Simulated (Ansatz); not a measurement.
# Ga2As5: the cost of one run

Method: DFT PBE, scalar-relativistic, plane waves, PAW, unless a step names another level, in Ansatz 0.2.0.

1 further run of the same task is left out (it didn't finish). Runs told in other sessions of the task aren't counted.

**1. Starting point**

The structure is trigonal, space group P3m1 (No. 156). Conventional cell: a = 3.931 Å, b = 3.931 Å, c = 25.144 Å, α = 90.00°, β = 90.00°, γ = 120.00°. Ga (site symmetry 3m) is surrounded by 4 As at 2.43 to 2.52 Å. Ga (site symmetry 3m) is surrounded by 4 As at 2.49 to 2.52 Å. Ga (site symmetry 3m) has 4 As at 2.43 to 2.55 Å in its first shell of neighbours. As (site symmetry 3m) has 3 As at 2.60 Å in its first shell of neighbours. Around As (site symmetry 3m) lie 4 Ga at 2.43 to 2.52 Å. As (site symmetry 3m) is surrounded by 3 Ga at 2.49 Å. Only part of the 14 independent sites is listed.

Structure file:

```cif
data_structure
_symmetry_space_group_name_H-M 'P 1'
_symmetry_Int_Tables_number 1
_cell_length_a 3.9310
_cell_length_b 3.9310
_cell_length_c 25.1442
_cell_angle_alpha 90.000
_cell_angle_beta 90.000
_cell_angle_gamma 120.000
_cell_volume 336.49
loop_
_atom_site_label
_atom_site_type_symbol
_atom_site_fract_x
_atom_site_fract_y
_atom_site_fract_z
_atom_site_occupancy
Ga1 Ga 0.00000 0.00000 0.88069 1
Ga2 Ga 0.33333 0.66667 0.74576 1
Ga3 Ga 0.33333 0.66667 0.14990 1
Ga4 Ga 0.66667 0.33333 0.01525 1
As1 As 0.66667 0.33333 0.54671 1
As2 As 0.33333 0.66667 0.59750 1
As3 As 0.33333 0.66667 0.84585 1
As4 As 0.66667 0.33333 0.70508 1
As5 As 0.00000 0.00000 0.98084 1
As6 As 0.66667 0.33333 0.11557 1
As7 As 0.33333 0.66667 0.25119 1
As8 As 0.00000 0.00000 0.29857 1
As9 As 0.33333 0.66667 0.40828 1
As10 As 0.00000 0.00000 0.45882 1
```

It came out lowest among 23 distinct ends of the trial cells. At a tolerance of 0.05 Å it has space group P3m1 (No. 156).

**2. Electronic structure at the relaxed geometry**

Contents of input.yaml:

```yaml
crystal:
  lattice:
    - [3.9309765246, 0.0, 0.0]
    - [-1.9654882623, 3.404325532, 0.0]
    - [0.0, 0.0, 25.1442305644]
  atoms:
    - { symbol: Ga, position: [0.0, 0.0, 0.8806876099] }
    - { symbol: Ga, position: [0.3333333333, 0.6666666667, 0.7457562249] }
    - { symbol: Ga, position: [0.3333333333, 0.6666666667, 0.1498969294] }
    - { symbol: Ga, position: [0.6666666667, 0.3333333333, 0.0152484675] }
    - { symbol: As, position: [0.6666666667, 0.3333333333, 0.5467064866] }
    - { symbol: As, position: [0.3333333333, 0.6666666667, 0.5975044386] }
    - { symbol: As, position: [0.3333333333, 0.6666666667, 0.845854283] }
    - { symbol: As, position: [0.6666666667, 0.3333333333, 0.7050757896] }
    - { symbol: As, position: [0.0, 0.0, 0.9808443602] }
    - { symbol: As, position: [0.6666666667, 0.3333333333, 0.1155705384] }
    - { symbol: As, position: [0.3333333333, 0.6666666667, 0.2511865987] }
    - { symbol: As, position: [0.0, 0.0, 0.298570433] }
    - { symbol: As, position: [0.3333333333, 0.6666666667, 0.4082815274] }
    - { symbol: As, position: [0.0, 0.0, 0.4588163127] }
basis:
  ecutwfc: 420
kpoints:
  mp_grid: { grid: [12, 12, 2] }
  band_path:
    path:
      - [[0.0, 0.0, 0.0], [0.5, 0.0, 0.0], [0.33333333, 0.33333333, 0.0], [0.0, 0.0, 0.0], [0.0, 0.0, 0.5], [0.5, 0.0, 0.5], [0.33333333, 0.33333333, 0.5], [0.0, 0.0, 0.5]]
      - [[0.5, 0.0, 0.5], [0.5, 0.0, 0.0]]
      - [[0.33333333, 0.33333333, 0.5], [0.33333333, 0.33333333, 0.0]]
    npoints: 10
hamiltonian:
  xc: pbe
scf:
  occupations: { method: gaussian, width: 0.1 }
  n_extra_bands: 35
output:
  forces: true
  stress: true
  eigenvalues: true
  populations: true
  dos: { projected: true, de: 0.02, nscf_kmesh: { grid: [15, 15, 3] } }
  bader: false
```

Command:

```console
$ ansatz run input.yaml --threads 1 --pin off --max-ram 2560MiB --backend cpu --events-out ev --progress --plain --runs-dir out
```

What time and memory should one allow on 1 thread of AMD EPYC 7R43 (Zen 3), shared host?

About 13 min, with a peak of 2.3 GiB.
